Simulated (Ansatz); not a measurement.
**Rh (Rh (110), 5 layers): a single-point run**

The task is a single-point run on Rh (Rh (110), 5 layers). The structure is shown as the input types it.

Method: DFT, LDA, PAW with Ansatz's default frozen-core files, scalar-relativistic, in Ansatz 0.2.0.

## Step 1: The structure to begin with

The structure is orthorhombic, space group Pmmm (No. 47). The conventional cell has a = 2.655 Å, b = 3.755 Å, c = 21.310 Å, α = 90.00°, β = 90.00°, γ = 90.00°. Around Rh (site symmetry mm2) lie 7 Rh at 2.54 to 2.65 Å. Around Rh (site symmetry mm2) lie 11 Rh at 2.58 to 2.75 Å. Rh (site symmetry mmm) is surrounded by 12 Rh at 2.54 to 2.68 Å.

Structure file:

```
CELL_PARAMETERS angstrom
2.65486 0.00000 0.00000
0.00000 3.75454 0.00000
0.00000 0.00000 21.30970
ATOMIC_POSITIONS crystal
Rh 0.00000 0.00000 0.38098
Rh 0.50000 0.50000 0.43557
Rh 0.00000 0.00000 0.50000
Rh 0.50000 0.50000 0.56443
Rh 0.00000 0.00000 0.61902
```

## Step 2: Running it

input.yaml reads:

```yaml
crystal:
  lattice:
    - [2.6548623924, 0.0, 0.0]
    - [0.0, 3.7545424016, 0.0]
    - [0.0, 0.0, 21.3097]
  atoms:
    - { symbol: Rh, position: [0.0, 0.0, 0.3809811454] }
    - { symbol: Rh, position: [0.5, 0.5, 0.4355730437] }
    - { symbol: Rh, position: [0.0, 0.0, 0.5000000001] }
    - { symbol: Rh, position: [0.5, 0.5, 0.5644269563] }
    - { symbol: Rh, position: [0.0, 0.0, 0.6190188543] }
  periodic: [true, true, false]
kpoints:
  mp_grid: { grid: [14, 10, 1] }
scf:
  occupations: { method: fermi_dirac, width: 0.08 }
  max_iter: 50
hamiltonian:
  xc: lda
  pseudopotentials: { kind: paw }
output:
  forces: true
  stress: true
  eigenvalues: true
basis:
  ecutrho_ratio: 2
```

Started as:

```sh
ansatz run input.yaml --threads 2 --pin off --max-ram 4096MiB --backend cpu --events-out ev --progress --plain --runs-dir out
```

Q: Will this input give a usable result? If not, why, and what should change?

The run converged and reported no error, with warnings (cutoff below recommended, slab cell height set). Its log warns: «crystal.periodic: the lattice vector that does not repeat stood 0.000° off the slab's normal, 21.310 Å along it as the deck builds it ...»

In the input, basis.ecutrho_ratio is 2. The risk: density grid too coarse. The run converged, but that does not make its result sound.

Run again and compare: delete basis.ecutrho_ratio (the default then holds).
